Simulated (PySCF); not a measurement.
**GdH3(NH3): other functionals and bases at one geometry**

One table from this session's results is given with a row withheld; the runs are named, their logs left out.

Computed with PySCF 2.14.0. Level: several levels, as the steps say, no spin–orbit coupling.

1 further run of the same task is left out (for a known fault of the program).

## Starting geometry

8 atoms, charge 0, spin multiplicity 1.

Bond lengths: Gd1–H2 2.056 Å, Gd1–H3 2.056 Å, Gd1–H4 2.056 Å, Gd1–N5 2.522 Å, N5–H6 1.023 Å, N5–H7 1.023 Å, N5–H8 1.023 Å. Angles: H2–Gd1–H3 118.5°, H2–Gd1–H4 118.5°, H2–Gd1–N5 97.1°, H3–Gd1–H4 118.5°, H3–Gd1–N5 97.1°, H4–Gd1–N5 97.1°, Gd1–N5–H6 112.4°, Gd1–N5–H7 112.4°, Gd1–N5–H8 112.4°, H6–N5–H7 106.4°, H6–N5–H8 106.4°, H7–N5–H8 106.4°.

As a file:

```xyz
8
GdH6N
Gd    0.2366   -0.2366    0.2366
H     1.2156    1.2835    1.2156
H    -1.2835   -1.2156    1.2156
H     1.2156   -1.2156   -1.2835
N    -1.2193    1.2193   -1.2193
H    -1.8303    1.8303   -0.6724
H    -0.6724    1.8303   -1.8303
H    -1.8303    0.6724   -1.8303
```

Formal oxidation states: Gd +3. Each metal's 7 4f electrons lie in its core potential, so multiplicities, spins and levels count the valence alone. An earlier session relaxed this geometry at PBE0, Gd lcecp-1-SVP with ECP53, H def2-SVP, N def2-SVP (singlet, point group C3v).

At PBE0 on the finer grid: E = -94.089988 Eh, HOMO -6.21 eV, LUMO -0.51 eV, Mulliken charge on Gd1 +0.63 e, largest force component 0.001 eV/Å. 

Levels to run: B3LYP; BP86; PBE0, TZVP. Hardware: 2 threads of Arm Neoverse V1, shared host.

The first run:

File run.py (the lines that set the calculation):

```python
mol = gto.M(atom='''
Gd     0.23660    -0.23660     0.23660
H      1.21563     1.28349     1.21563
H     -1.28349    -1.21563     1.21563
H      1.21563    -1.21563    -1.28349
N     -1.21930     1.21930    -1.21930
H     -1.83033     1.83033    -0.67242
H     -0.67242     1.83033    -1.83033
H     -1.83033     0.67242    -1.83033''',
    basis={'Gd': 'lcecp-1-SVP', 'H': 'def2-SVP', 'N': 'def2-SVP'},
    ecp={'Gd': 'lcecp-1-SVP'},
    charge=0, spin=0)
mf = dft.RKS(mol, xc='B3LYP')
mf.grids.atom_grid = (75, 302)  # f atoms: unpruned, at least (60, 302)
mf = mf.density_fit()  # fitting sets: Gd AutoAux, H def2-universal-JKFIT, N def2-universal-JKFIT
mf.conv_tol = 1e-08; mf.max_cycle = 55
mf.kernel(dm0)  # dm0: the density of the relaxed state
```

Launch:

```sh
> OMP_NUM_THREADS=2 python run.py
```

Among the steps run: B3LYP; BP86; PBE0, TZVP.

One table of the session follows, with a row left open; its other results are not shown here.

| level | HOMO (eV) | gap (eV) | charge on Gd1 (e) | dipole (D) | largest force component (eV/Å) |
| --- | --- | --- | --- | --- | --- |
| PBE0 (relaxed here) | -6.21 | 5.70 | 0.63 | 5.68 | 0.00 |
| B3LYP | -6.04 | 5.26 | 0.57 | 5.70 | 0.06 |
| BP86 | ? | ? | ? | ? | ? |
| PBE0, TZVP | -6.25 | 5.55 | 0.83 | 5.56 | 0.22 |

Q: Estimate the row for BP86 from the others.

As computed: HOMO (eV): -5.13; gap (eV): 3.59; charge on Gd1 (e): 0.47; dipole (D): 5.66; largest force component (eV/Å): 0.26. In the column «HOMO (eV)» it is the highest.

In one basis the HOMO–LUMO gap runs from 3.59 eV (BP86) to 5.70 eV (PBE0). The largest leftover force, 0.26 eV/Å with BP86, stands at a geometry relaxed at another level. With 4f in the core, its levels are missing from HOMO and gap, and its count is fixed, so no charge can pass from the ligands into it. Total energies of different levels can't be compared.
